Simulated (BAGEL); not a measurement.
# C2H7NSi (SMILES C=N[SiH2]C): HF/3-21G (density fitting with cc-pvqz-jkfit)

Aim: the vertical singlet–triplet gap of C2H7NSi at HF/3-21G (density fitting with cc-pvqz-jkfit), from 2 runs. 

Program for the calculation: BAGEL 1.2.2.

2 further runs of the same task are left out: 2 set aside as unsound or not needed.

### 1 The structure to begin with

The species is C2H7NSi (11 atoms), meant as a singlet with charge 0. As SMILES, `C=N[SiH2]C`. The shape is that of a PBE0-D4/def2-TZVP optimisation. This is one conformer, not always the lowest.

Bond lengths: C1–N2 1.257 Å, N2–Si3 1.747 Å, Si3–C4 1.862 Å, C1–H5 1.097 Å, C1–H6 1.103 Å, Si3–H7 1.497 Å, Si3–H8 1.486 Å, C4–H9 1.092 Å, C4–H10 1.093 Å, C4–H11 1.092 Å. Some angles: C1–N2–Si3 124.0°, N2–Si3–C4 108.8°, N2–C1–H5 120.4°, N2–C1–H6 124.2°, N2–Si3–H7 110.9°, N2–Si3–H8 106.9°, C4–Si3–H7 110.6°, C4–Si3–H8 110.8°, Si3–C4–H9 110.4°, Si3–C4–H10 110.6°.

### 2 A single-point energy at HF/3-21G (density fitting with cc-pvqz-jkfit)

hf.json

```json
{ "bagel": [

{
  "title": "molecule",
  "basis": "3-21g",
  "df_basis": "cc-pvqz-jkfit",
  "angstrom": true,
  "geometry": [
    { "atom": "C", "xyz": [      -0.763200,       2.027200,       0.389900 ] },
    { "atom": "N", "xyz": [      -0.749500,       1.001600,      -0.336400 ] },
    { "atom": "Si", "xyz": [      -0.379200,      -0.602800,       0.247400 ] },
    { "atom": "C", "xyz": [       1.068600,      -1.271000,      -0.713200 ] },
    { "atom": "H", "xyz": [      -0.997700,       3.009000,      -0.039500 ] },
    { "atom": "H", "xyz": [      -0.550300,       2.023600,       1.471900 ] },
    { "atom": "H", "xyz": [      -0.075100,      -0.581600,       1.713400 ] },
    { "atom": "H", "xyz": [      -1.590400,      -1.434700,       0.023400 ] },
    { "atom": "H", "xyz": [       0.849500,      -1.270200,      -1.783000 ] },
    { "atom": "H", "xyz": [       1.292800,      -2.296000,      -0.407900 ] },
    { "atom": "H", "xyz": [       1.959900,      -0.662200,      -0.545500 ] }
  ]
},

{
  "title": "hf"
},

{
  "title": "print",
  "file": "orbitals.molden",
  "orbitals": true
}

]}
```

Launch:

```console
BAGEL_NUM_THREADS=1 BAGEL hf.json > hf.out
```

Output:

```text
* using 1 threads per process

  ===============================================================
  ===============================================================

  *** Geometry ***

  { "atom" : "C", "xyz" : [     -1.442239,      3.830853,      0.736804 ] },
  { "atom" : "N", "xyz" : [     -1.416350,      1.892750,     -0.635704 ] },
  { "atom" : "Si", "xyz" : [     -0.716584,     -1.139127,      0.467518 ] },
  { "atom" : "C", "xyz" : [      2.019361,     -2.401842,     -1.347753 ] },
  { "atom" : "H", "xyz" : [     -1.885380,      5.686186,     -0.074644 ] },
  { "atom" : "H", "xyz" : [     -1.039916,      3.824050,      2.781488 ] },
  { "atom" : "H", "xyz" : [     -0.141918,     -1.099065,      3.237857 ] },
  { "atom" : "H", "xyz" : [     -3.005420,     -2.711190,      0.044220 ] },
  { "atom" : "H", "xyz" : [      1.605322,     -2.400330,     -3.369382 ] },
  { "atom" : "H", "xyz" : [      2.443038,     -4.338811,     -0.770819 ] },
  { "atom" : "H", "xyz" : [      3.703674,     -1.251377,     -1.030846 ] },

  Number of auxiliary basis functions:      823

  Since a DF basis is specified, we compute 2- and 3-index integrals:
    o Being stored without compression. Storage requirement is 0.019 GB

  Number of basis functions:       54
  Number of electrons      :       40

    * METHOD: MOLECULE                             0.74

  *** RHF ***

  === Nuclear Repulsion ===
   159.5228720387

      * DIIS with orbital gradients will be used.

  === RHF iteration (3-21g) ===
      0       -420.78850837          0.02169105           0.10
      1       -420.86618881          0.01317501           0.10
      2       -420.90250678          0.00224043           0.11
      3       -420.90411708          0.00068887           0.10
      4       -420.90429241          0.00021201           0.11
      5       -420.90433329          0.00005362           0.11
      6       -420.90433510          0.00001748           0.11
      7       -420.90433524          0.00000424           0.10
      8       -420.90433525          0.00000063           0.10
      9       -420.90433526          0.00000022           0.11
     10       -420.90433526          0.00000009           0.11
     11       -420.90433526          0.00000003           0.10
     12       -420.90433526          0.00000001           0.10
     13       -420.90433526          0.00000001           0.10
    * SCF iteration converged.

    * Permanent dipole moment:
           (   -0.311696,    -0.125783,    -0.521826) a.u.

    * METHOD: HF                                   1.69

    * METHOD: PRINT                                0.01

  ===============================================================
```

Run time: 2.6 s. Hardware: 1 thread of Arm Neoverse V1, shared host.

### 3 The triplet, same level

hf.json: that of step 2 with these lines changed.

```diff
@@ -22,11 +22,5 @@
 
-{
-  "title": "hf"
-},
+{ "title": "uhf", "nopen": 2 },
 
-{
-  "title": "print",
-  "file": "orbitals.molden",
-  "orbitals": true
-}
+{ "title": "print", "file": "orbitals.molden", "orbitals": true }
```

Launch:

```console
BAGEL_NUM_THREADS=1 BAGEL hf.json > hf.out
```

Output:

```text
* using 1 threads per process

  ===============================================================
  ===============================================================

  *** Geometry ***

  { "atom" : "C", "xyz" : [     -1.442239,      3.830853,      0.736804 ] },
  { "atom" : "N", "xyz" : [     -1.416350,      1.892750,     -0.635704 ] },
  { "atom" : "Si", "xyz" : [     -0.716584,     -1.139127,      0.467518 ] },
  { "atom" : "C", "xyz" : [      2.019361,     -2.401842,     -1.347753 ] },
  { "atom" : "H", "xyz" : [     -1.885380,      5.686186,     -0.074644 ] },
  { "atom" : "H", "xyz" : [     -1.039916,      3.824050,      2.781488 ] },
  { "atom" : "H", "xyz" : [     -0.141918,     -1.099065,      3.237857 ] },
  { "atom" : "H", "xyz" : [     -3.005420,     -2.711190,      0.044220 ] },
  { "atom" : "H", "xyz" : [      1.605322,     -2.400330,     -3.369382 ] },
  { "atom" : "H", "xyz" : [      2.443038,     -4.338811,     -0.770819 ] },
  { "atom" : "H", "xyz" : [      3.703674,     -1.251377,     -1.030846 ] },

  Number of auxiliary basis functions:      823

  Since a DF basis is specified, we compute 2- and 3-index integrals:
    o Being stored without compression. Storage requirement is 0.019 GB

  Number of basis functions:       54
  Number of electrons      :       40

    * METHOD: MOLECULE                             0.73

  *** Open-shell HF ***

  === Nuclear Repulsion ===
   159.5228720387

      * DIIS with orbital gradients will be used.

  === UHF iteration (3-21g) ===
      0       -420.66501897          0.03822655           0.21
      1       -420.76804336          0.01622884           0.20
      2       -420.79034938          0.00906479           0.21
      3       -420.79691970          0.00268893           0.21
      4       -420.79978350          0.00112683           0.20
      5       -420.80021473          0.00049022           0.21
      6       -420.80038029          0.00019648           0.21
      7       -420.80041162          0.00008927           0.19
      8       -420.80041785          0.00002955           0.20
      9       -420.80041829          0.00000638           0.20
     10       -420.80041834          0.00000323           0.20
     11       -420.80041836          0.00000212           0.20
     12       -420.80041836          0.00000130           0.20
     13       -420.80041836          0.00000084           0.20
     14       -420.80041836          0.00000068           0.20
     15       -420.80041837          0.00000050           0.20
     16       -420.80041837          0.00000029           0.20
     17       -420.80041837          0.00000016           0.20
     18       -420.80041837          0.00000011           0.20
     19       -420.80041837          0.00000005           0.20
     20       -420.80041837          0.00000002           0.21
     21       -420.80041837          0.00000001           0.21
     22       -420.80041837          0.00000001           0.20
    * SCF iteration converged.

    * S^2 (UHF) is 2.0150

    * Permanent dipole moment:
           (   -0.309434,     0.318453,    -0.138280) a.u.

    * METHOD: UHF                                  4.88

    * METHOD: PRINT                                0.01

  ===============================================================
```

Wall time 6 s (1 thread of Arm Neoverse V1, shared host).

### 4 Results

Level: HF/3-21G (density fitting with cc-pvqz-jkfit).

| quantity | value |
| --- | --- |
| singlet: total energy | -420.90434 Eh |
| singlet: dipole moment | 1.58 D |
| singlet: HOMO energy | -10.20 eV |
| singlet: LUMO energy | 4.00 eV |
| singlet: HOMO–LUMO gap | 14.20 eV |
| triplet: total energy | -420.80042 Eh |
| triplet: dipole moment | 1.18 D |
| triplet: ⟨S²⟩ | 2.015 |
| vertical energy of the triplet above the singlet | 2.828 eV |

What this shows: At this shape the triplet lies 2.83 eV (65 kcal/mol) above the singlet.
